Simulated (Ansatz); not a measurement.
# C₂H₃AuClN: one species, many methods

One table from this session's results is given with a row withheld; the runs are named, their logs left out.

Computed with Ansatz 0.2.0, Gaussian basis. Level: functionals in def2-TZVPP, the program's frozen cores in correlated methods.

Plan: LDA (SPW92), PBE-D4, revPBE-D4, BLYP-D4, r2SCAN-D4, B97M-V, PBE0-D4, B3LYP-D4, r2SCANh-D4, r2SCAN0-D4, HSE06-D4, BHLYP-D4, CAM-B3LYP-D4, LC-ωPBE, ωB97X-V, ωB97M-V, B2PLYP, PBE-QIDH; CCSD(T)/def2-SVP; CCSD(T)/def2-TZVPP; MP2/def2-QZVPP; extrapolation to the limit; RPA on PBE.

3 further runs of the same task are left out: 1 that didn't finish, 2 set aside as unsound or not needed.

## The geometry

The geometry comes from an earlier relaxation with PBE0-D4 in a triple-zeta def2 set; it is a stationary point, not always the lowest conformer. Au takes the def2 core potential; no spin-orbit term is included.

8 atoms, charge 0, spin multiplicity 1.

Atoms are counted from 1 here; the program's logs count them from 0.

Bond lengths: C1–C2 1.443 Å, C1–H6 1.091 Å, C1–H7 1.091 Å, C1–H8 1.091 Å, C2–N3 1.145 Å, N3–Au4 1.971 Å, Au4–Cl5 2.226 Å. Angles: C2–C1–H6 109.8°, C2–C1–H7 109.8°, C2–C1–H8 109.8°, H6–C1–H7 109.1°, H6–C1–H8 109.1°, H7–C1–H8 109.1°, C1–C2–N3 180.0°, C2–N3–Au4 180.0°, N3–Au4–Cl5 180.0°.

Geometry (Å):

```
C    -0.1796   -1.6948    0.5244
C    -0.0346   -0.3235    0.1000
N     0.0806    0.7647   -0.2367
Au    0.2795    2.6380   -0.8162
Cl    0.5046    4.7540   -1.4708
H    -0.5745   -1.7272    1.5412
H     0.7907   -2.1936    0.5012
H    -0.8668   -2.2175   -0.1431
```

The first run:

in.yaml

```yaml
crystal:
  periodic: [false, false, false]
  atoms:
    - {symbol: C, position_ang: [-0.179628, -1.694763, 0.524368]}
    - {symbol: C, position_ang: [-0.034587, -0.323484, 0.100033]}
    - {symbol: N, position_ang: [0.080579, 0.764654, -0.236671]}
    - {symbol: Au, position_ang: [0.279528, 2.637994, -0.816217]}
    - {symbol: Cl, position_ang: [0.504647, 4.753958, -1.470770]}
    - {symbol: H, position_ang: [-0.574486, -1.727244, 1.541229]}
    - {symbol: H, position_ang: [0.790713, -2.193633, 0.501172]}
    - {symbol: H, position_ang: [-0.866765, -2.217484, -0.143145]}
basis:
  gaussian: {orbitals: def2-TZVPP}
hamiltonian: {xc: lda}
output: {orbitals: {seedname: orbitals}}
```

Launch:

```sh
$ ansatz run in.yaml --threads 2 --pin off --events-out ev --progress --plain --max-ram 32768MiB --backend cpu
```

Steps of the session up to this table: LDA; PBE-D4 (GGA); revPBE-D4 (GGA); BLYP-D4 (GGA); r2SCAN-D4 (meta-GGA); B97M-V (meta-GGA); B3LYP-D4 (hybrid); r2SCANh-D4 (hybrid); r2SCAN0-D4 (hybrid); HSE06-D4 (hybrid); BHLYP-D4 (hybrid); CAM-B3LYP-D4 (range-separated); LC-ωPBE (range-separated); ωB97X-V (range-separated); ωB97M-V (range-separated); B2PLYP (double hybrid); PBE-QIDH (double hybrid).

One table of the session follows, with a row left open; its other results are not shown here.

It belongs to the step «Frontier levels by functional». 

| functional | HOMO (eV) | gap (eV) |
| --- | --- | --- |
| LDA (SPW92) | -5.99 | 3.97 |
| PBE-D4 | -5.79 | 4.00 |
| revPBE-D4 | ? | ? |
| BLYP-D4 | -5.63 | 3.96 |
| r2SCAN-D4 | -6.00 | 4.43 |
| B97M-V | -6.01 | 4.51 |
| PBE0-D4 | -6.96 | 6.11 |
| B3LYP-D4 | -6.73 | 5.64 |
| r2SCANh-D4 | -6.45 | 5.21 |
| r2SCAN0-D4 | -7.13 | 6.41 |
| HSE06-D4 | -6.57 | 5.34 |
| BHLYP-D4 | -8.04 | 8.22 |
| CAM-B3LYP-D4 | -8.24 | 8.45 |
| LC-ωPBE | -9.52 | 10.85 |
| ωB97X-V | -9.21 | 10.47 |
| ωB97M-V | -9.11 | 10.24 |

Q: Estimate the row for revPBE-D4 from the others.

The run gave: HOMO (eV): -5.72; gap (eV): 4.01. In the column «HOMO (eV)» it lies between PBE-D4 (-5.79) and BLYP-D4 (-5.63).
